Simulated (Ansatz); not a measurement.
# C₄H₈BN: up Jacob's ladder to CCSD(T)

The task here is to estimate one member of a computed series from the others.

The runs use Ansatz 0.2.0, Gaussian basis; functionals in def2-TZVPP, the program's frozen cores in correlated methods.

Plan: PBE-D4, r2SCAN-D4, PBE0-D4, B3LYP-D4, ωB97X-V, ωB97M-V, B2PLYP; CCSD(T)/def2-TZVPP; MP2/def2-QZVPP; extrapolation to the limit.

## Structure used throughout

An earlier PBE0-D4 in a triple-zeta def2 set relaxation fixed the geometry.

SMILES `C=CB(C)C=N`, 14 atoms, charge 0, spin multiplicity 1.

Atoms are counted from 1 here; the program's logs count them from 0.

Bond lengths: C1–C2 1.336 Å, C1–H7 1.086 Å, C1–H8 1.086 Å, C2–B3 1.549 Å, C2–H9 1.090 Å, B3–C4 1.562 Å, B3–C5 1.578 Å, C4–H10 1.096 Å, C4–H11 1.091 Å, C4–H12 1.098 Å, C5–N6 1.275 Å, C5–H13 1.098 Å, N6–H14 1.025 Å. Angles: C2–C1–H7 121.5°, C2–C1–H8 122.5°, H7–C1–H8 116.0°, C1–C2–B3 123.4°, C1–C2–H9 116.8°, B3–C2–H9 119.7°, C2–B3–C4 124.3°, C2–B3–C5 118.2°, C4–B3–C5 117.5°, B3–C4–H10 110.4°, B3–C4–H11 116.2°, B3–C4–H12 108.6°, H10–C4–H11 108.3°, H10–C4–H12 104.7°, H11–C4–H12 108.0°, B3–C5–N6 124.8°, B3–C5–H13 120.0°, N6–C5–H13 114.9° and more.

Set-up of the first run:

Contents of in.yaml:

```yaml
crystal:
  periodic: [false, false, false]
  atoms:
    - {symbol: C, position_ang: [0.043727, -2.112617, 0.591136]}
    - {symbol: C, position_ang: [-0.494394, -0.894220, 0.693645]}
    - {symbol: B, position_ang: [-0.054672, 0.308367, -0.177344]}
    - {symbol: C, position_ang: [1.080485, 0.249974, -1.248887]}
    - {symbol: C, position_ang: [-0.777502, 1.693612, 0.043432]}
    - {symbol: N, position_ang: [-1.191097, 2.127605, 1.168935]}
    - {symbol: H, position_ang: [0.851199, -2.319212, -0.104863]}
    - {symbol: H, position_ang: [-0.297204, -2.953714, 1.188341]}
    - {symbol: H, position_ang: [-1.308372, -0.774347, 1.409156]}
    - {symbol: H, position_ang: [1.803508, 1.057243, -1.083534]}
    - {symbol: H, position_ang: [1.627663, -0.690668, -1.319881]}
    - {symbol: H, position_ang: [0.643879, 0.463508, -2.233762]}
    - {symbol: H, position_ang: [-0.868838, 2.404760, -0.788600]}
    - {symbol: H, position_ang: [-1.071284, 1.410611, 1.891127]}
basis:
  gaussian: {orbitals: def2-TZVPP}
hamiltonian: {xc: pbe, dispersion: d4}
output: {forces: true, orbitals: {seedname: orbitals}}
```

On the command line:

```console
$ ansatz run in.yaml --threads 4 --pin off --events-out ev --progress --plain --max-ram 10444MiB
```

Steps of the session up to this table: PBE-D4 (GGA); r2SCAN-D4 (meta-GGA); PBE0-D4 (hybrid); B3LYP-D4 (hybrid); ωB97X-V (range-separated); ωB97M-V (range-separated); B2PLYP (double hybrid); CCSD(T) in def2-TZVPP; MP2 in def2-QZVPP.

One table of the session follows, with a row left open; its other results are not shown here.

| method | atoms, summed (eV) | atomisation energy (kcal/mol) |
| --- | --- | --- |
| PBE-D4 | -6376.254 | 1411.9 |
| r2SCAN-D4 | -6382.400 | 1377.3 |
| PBE0-D4 | ? | ? |
| B3LYP-D4 | -6387.139 | 1379.8 |
| ωB97X-V | -6384.618 | 1373.4 |
| ωB97M-V | -6383.265 | 1378.2 |
| B2PLYP | -6381.119 | 1363.6 |
| HF/def2-TZVPP | -6359.395 | 1012.7 |
| MP2/def2-TZVPP | -6370.356 | 1357.5 |
| CCSD/def2-TZVPP | -6373.580 | 1314.7 |
| CCSD(T)/def2-TZVPP | -6373.898 | 1336.1 |
| MP2/CBS | -6372.213 | 1389.5 |
| CCSD(T)/CBS | -6375.755 | 1368.1 |

**Question.** Estimate the row for PBE0-D4.

The run gave: atoms, summed (eV): -6378.128; atomisation energy (kcal/mol): 1385.7. In the column «atoms, summed (eV)» it lies between B2PLYP (-6381.119) and PBE-D4 (-6376.254).
